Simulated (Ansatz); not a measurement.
I need a few random alloy cells with their mixing energies of Nb-Pd random alloys. Use Ansatz 0.2.0 through its Python package. Level of theory (first run): LDA, PAW, cutoff 517 eV, 9×9×9 k-points, cold smearing of 0.05 eV.

`random_alloy_nb.py`:
```python
"""Random Nb-Pd cells of 8 mixed sites, after relaxing atoms and volume at fixed cell shape."""

from collections import Counter
import warnings

import ansatz as az
import numpy as np


def fcc(a_site, a):
    return (
        az.Lattice.fcc(a)
        .space_group(225)
        .atom(a_site, [0, 0, 0])
        .primitive()
    )

A_FIRST, A_LAST = 4.19, 3.89


def run_phase(name, crystal):
    calc = (
        crystal.calculation()
        .functional(az.Functional.LDA)
        .basis(38 * az.Ry)
        .kpoints(spacing=0.3)
        .occupations("cold", width=0.05)
        .band_table()
    )
    calc = calc.relax(force_tolerance=0.03, max_steps=60, fix_cell=["shape"])
    return calc.run()


def volume_per_atom(outcome):
    return abs(np.linalg.det(outcome.lattice.cell_ang)) / len(outcome.lattice.sites)


def counts(outcome):
    return Counter(site.symbol for site in outcome.lattice.sites)


def main() -> None:
    warnings.simplefilter("ignore", az.DeckWarning)

    phases = {"Nb": fcc("Nb", A_FIRST), "Pd": fcc("Pd", A_LAST)}
    for k in [3]:
        a = A_FIRST + (A_LAST - A_FIRST) * k / 8
        supercell = fcc("Nb", a).supercell(2).resolved()
        for seed in [74, 55]:
            drawn = supercell.site_disorder().occupy("Nb", Nb=8 - k, Pd=k).random(seed=seed)
            phases[f"Nb{8 - k}Pd{k} seed {seed}"] = drawn.crystal

    done = {}
    for name, crystal in phases.items():
        done[name] = run_phase(name, crystal)
        print(f"{name}: {done[name].report['energy_sigma0_ev']:.4f} eV, {len(done[name].lattice.sites)} atoms")

    # mixing quantities against the straight line between the end members, both on this lattice
    x = {name: counts(o)["Pd"] / (counts(o)["Nb"] + counts(o)["Pd"]) for name, o in done.items()}
    first, last = min(x, key=x.get), max(x, key=x.get)
    energy = {name: o.report["energy_sigma0_ev"] / len(o.lattice.sites) for name, o in done.items()}
    volume = {name: volume_per_atom(o) for name, o in done.items()}
    rows = []
    for name in sorted(done, key=x.get):
        line = lambda table: (1 - x[name]) * table[first] + x[name] * table[last]
        rows.append((name, x[name], 1000 * (energy[name] - line(energy)), volume[name], 100 * (volume[name] / line(volume) - 1)))
    print("      cell       x(Pd)  E_mix (meV/atom)  V (A^3/atom)  excess V (%)")
    for row in rows:
        print(f"{str(row[0]):>10}  {row[1]:10.3f}  {row[2]:+16.1f}  {row[3]:12.3f}  {row[4]:+12.2f}")


if __name__ == "__main__":
    main()
```

Running `python random_alloy_nb.py` prints:
```text
Nb: -4442.2116 eV, 1 atoms
Pd: -6844.5994 eV, 1 atoms
Nb5Pd3 seed 74: -42747.3858 eV, 8 atoms
Nb5Pd3 seed 55: -42748.0187 eV, 8 atoms
      cell       x(Pd)  E_mix (meV/atom)  V (A^3/atom)  excess V (%)
        Nb       0.000              +0.0        17.888         +0.00
Nb5Pd3 seed 74       0.375            -316.2        15.959         -3.17
Nb5Pd3 seed 55       0.375            -395.3        15.918         -3.41
        Pd       1.000              +0.0        14.137         +0.00
```

Absolute energies stand on the zero of these potentials, so only differences at equal settings mean something. For the metals among these phases the mesh is modest: differences between phases can be off by up to 40 meV an atom. Atoms and volume are relaxed with the cell's shape held, which in cells of lower than cubic symmetry can hide stresses and shift volumes. Cells of eight mixed sites are far from the random limit, and both end members stand on the same lattice, which need not be their own. Differences under about 40 meV an atom lie within the error of mesh and functional. The cells are prototypes set up for this calculation and needn't exist. Finished in 2.7 min on 1 thread of Arm Neoverse V2 (shared host), peak memory 0.6 GiB.

(Lines on the test bed's own set-up are left out of the output.)
